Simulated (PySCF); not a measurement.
# How the numerical set-up moves the result for Zn²⁺

The method stays; parts of the set-up, such as the basis or the Hamiltonian, are changed.

Computed with PySCF 2.14.0. Level: method and basis as typed in the scripts.

3 further runs of the same task are left out: 3 that didn't finish.

### Step 1. The atom

Zn²⁺: 1 atom, charge 2, spin multiplicity 1.

### Step 2. The base run

input.py reads:

```python
from pyscf import gto, scf

mol = gto.M(
    atom='Zn 0 0 0',
    basis='jorge-tzp-dkh',
    charge=2,
    spin=0,
    verbose=4,
)
mf = scf.UHF(mol)
mf = mf.sfx2c1e()
mf.kernel()
mf.stability(internal=True, external=True)
mf.dip_moment()
print('orbital energies (hartree):', [e[max(0, n-3):n+3].round(4) for e, n in zip(mf.mo_energy, mol.nelec)])
```

Run with:

```console
$ OMP_NUM_THREADS=1 python input.py
```

The log of this run is left out.

In short: E(SCF) = -1793.312341 Eh, 6 cycles, internal stable; real -> complex stable; UHF/UKS -> GHF/GKS stable.

### Step 3. Cc-pvtz (X2C off)

Variant 1 changes basis set: jorge-tzp-dkh → cc-pvtz; spin-free X2C: on → off.

input.py reads:

```python
from pyscf import gto, scf

mol = gto.M(
    atom='Zn 0 0 0',
    basis='cc-pvtz',
    charge=2,
    spin=0,
    verbose=4,
)
mf = scf.UHF(mol)
mf.kernel()
mf.stability(internal=True, external=True)
mf.dip_moment()
print('orbital energies (hartree):', [e[max(0, n-3):n+3].round(4) for e, n in zip(mf.mo_energy, mol.nelec)])
```

Run with:

```console
$ OMP_NUM_THREADS=1 python input.py
```

### Step 4. Spin-free X2C off

Variant 2 changes spin-free X2C: on → off.

input.py: that of step 2 with these lines changed.

```diff
@@ -10,3 +10,2 @@
 mf = scf.UHF(mol)
-mf = mf.sfx2c1e()
 mf.kernel()
```

### Step 5. Cartesian functions on

Variant 3 changes Cartesian functions: off → on.

input.py: that of step 2 with these lines changed.

```diff
@@ -7,2 +7,3 @@
     spin=0,
+    cart=True,
     verbose=4,
```

### Step 6. 6-31g (X2C off)

Variant 4 changes basis set: jorge-tzp-dkh → 6-31g; spin-free X2C: on → off.

input.py: that of step 2 with these lines changed.

```diff
@@ -4,3 +4,3 @@
     atom='Zn 0 0 0',
-    basis='jorge-tzp-dkh',
+    basis='6-31g',
     charge=2,
@@ -10,3 +10,2 @@
 mf = scf.UHF(mol)
-mf = mf.sfx2c1e()
 mf.kernel()
```

### Step 7. Density fitting auto

Variant 5 changes density fitting: none → auto.

input.py: that of step 2 with these lines changed.

```diff
@@ -11,2 +11,3 @@
 mf = mf.sfx2c1e()
+mf = mf.density_fit()
 mf.kernel()
```

### Step 8. Sbkjc (core potential on, X2C off)

Variant 6 changes basis set: jorge-tzp-dkh → sbkjc; core potential: off → on; spin-free X2C: on → off. The core potential changes with it: totals don't compare.

input.py: that of step 2 with these lines changed.

```diff
@@ -4,3 +4,4 @@
     atom='Zn 0 0 0',
-    basis='jorge-tzp-dkh',
+    basis='sbkjc',
+    ecp={'Zn': 'sbkjc'},
     charge=2,
@@ -10,3 +11,2 @@
 mf = scf.UHF(mol)
-mf = mf.sfx2c1e()
 mf.kernel()
```

Q: Predict the outcome of this session. Wanted: for each run, E(SCF); from base; gap; after the SCF.

**Answer**, as computed:

| run | E(SCF) (hartree) | from base (eV) | cycles | gap (eV) | functions | after the SCF |
| --- | --- | --- | --- | --- | --- | --- |
| base | -1793.312341 | 0 | 6 | 24.63 | 65 | stable |
| cc-pvtz (X2C off) | -1776.957528 | not comparable | 7 | 25.26 | 68 | stable |
| spin-free X2C off (poor choice) | -1773.133170 | not comparable | 7 | 25.24 | 65 | stable |
| Cartesian functions on | -1793.326822 | -0.3941 | 7 | 24.67 | 80 | stable |
| 6-31g (X2C off) | -1776.610408 | not comparable | 5 | 24.40 | 27 | stable |
| density fitting auto | -1793.312337 | +0.0001 | 6 | 24.63 | 65 | stable |
| sbkjc (core potential on, X2C off) | -224.049123 | not comparable | 10 | 24.74 | 31 | stable |

**Reading.** The largest comparable shift of the SCF energy, -0.394 eV, comes with the run “Cartesian functions on”. The dearest run is “density fitting auto”, at 12 s against 3.7 s. Rows marked «poor choice» come from settings spoiled on purpose.
